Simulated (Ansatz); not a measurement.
# HfHO (sextet): the correlation ladder, def2-TZVPP

One table from this session's results is given with a row withheld; the runs are named, their logs left out.

The runs use Ansatz 0.2.0, Gaussian basis; def2-TZVPP, core rule «outside noble gas», up to 5 orbitals frozen.

Plan: UHF; ROHF; CCSD(T) on UHF.

## What is computed

The geometry is a PBE0/def2-TZVP stationary point (not a proven minimum) of the parent state, kept for this charge and spin. No spin-orbit coupling is included. Elements past krypton take def2 core potentials.

3 atoms, charge 0, spin multiplicity 6.

Atoms are counted from 1 here; the program's logs count them from 0.

Bond lengths: Hf1–O2 1.843 Å, Hf1–H3 1.954 Å. Angles: O2–Hf1–H3 153.5°.

Set-up of the first run:

Contents of in.yaml:

```yaml
crystal:
  periodic: [false, false, false]
  atoms:
    - {symbol: Hf, position_ang: [0.000000, -0.013056, 0.141257]}
    - {symbol: O, position_ang: [0.000000, 0.098311, -1.698045]}
    - {symbol: H, position_ang: [0.000000, 0.751458, 1.939409]}
basis:
  gaussian: {orbitals: def2-TZVPP}
magnetization: {spin_polarized: true, initial_magnetization: 5}
hamiltonian: {xc: hf}
output: {orbitals: {seedname: orbitals}}
```

On the command line:

```sh
> ansatz run in.yaml --threads 1 --pin off --events-out ev --progress --plain --max-ram 4096MiB --backend cpu
```

Among the steps run: UHF; ROHF; CCSD(T) on UHF.

One table of the session follows, with a row left open; its other results are not shown here.

```
  method  from UCCSD(T) (kcal/mol)
    ROHF                   +168.90
     UHF                   +164.53
    UMP2                         ?
   UCCSD                     +5.87
UCCSD(T)                         0
```

**Question.** Estimate the row for UMP2.

**Answer.** from UCCSD(T) (kcal/mol): +16.74. In the column «from UCCSD(T) (kcal/mol)» it lies between UCCSD (+5.87) and UHF (+164.53).
